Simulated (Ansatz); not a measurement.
The system is GdO.

```xyz
2
Lattice="0.0000 2.7000 2.7000 2.7000 0.0000 2.7000 2.7000 2.7000 0.0000" Properties=species:S:1:pos:R:3 pbc="T T T"
Gd    0.0000    0.0000    0.0000
O     4.0500    4.0500    4.0500
```

* Program: Ansatz 0.2.0
* Task: relaxation of cell and atoms
* Functional: PBEsol0
* Potentials or basis: Ansatz PAW
* Cutoff: 420 eV (not typed: the program's choice for these potentials)
* k mesh: 5 × 5 × 5
* Occupations: fermi-dirac, width 0.05 eV
* Spin: collinear spin, ferromagnetic start
* Starting moments: [7.0, 0.0] μB

At the start: volume 19.68 Å³/atom.

Question: How do energy, volume and symmetry change on relaxing?

Answer: It ends after 7 steps and the volume is 18.79 Å³/atom (-4.5 %); space group F-43m (No. 216, to 0.05 Å); moment 7.98 μB per cell.

The path:
```
step  energy change (eV)  largest force (eV/Å)  volume (Å³)
   1              0.0000                0.0000        39.37
   2             -0.0161                0.0000        36.36
   3             -0.0302                0.0000        37.70
   4             -0.0304                0.0000        37.62
   5             -0.0283                0.0000        37.62
   6             -0.0283                0.0000        37.58
   7             -0.0283                0.0000        37.58
```

Final structure:
```cif
data_structure
_symmetry_space_group_name_H-M 'P 1'
_symmetry_Int_Tables_number 1
_cell_length_a 3.7599
_cell_length_b 3.7599
_cell_length_c 3.7599
_cell_angle_alpha 60.000
_cell_angle_beta 60.000
_cell_angle_gamma 60.000
_cell_volume 37.58
loop_
_atom_site_label
_atom_site_type_symbol
_atom_site_fract_x
_atom_site_fract_y
_atom_site_fract_z
_atom_site_occupancy
Gd1 Gd 0.00000 0.00000 0.00000 1
O1 O 0.75000 0.75000 0.75000 1
```

Caveat: the k mesh is coarse (spacing up to 0.40 Å⁻¹), so the values aren't converged, least of all with exact exchange; the magnetic or orbital state may not be the lowest; the plane-wave basis is chosen anew once the cell has moved, so the energies of steps on either side of that aren't comparable; a cell with one magnetic atom can't hold antiferromagnetic order, which such compounds often take; the PAW data sets come from PBE, with cores solved anew for the run's functional, which leaves a small shift of forces and pressure.
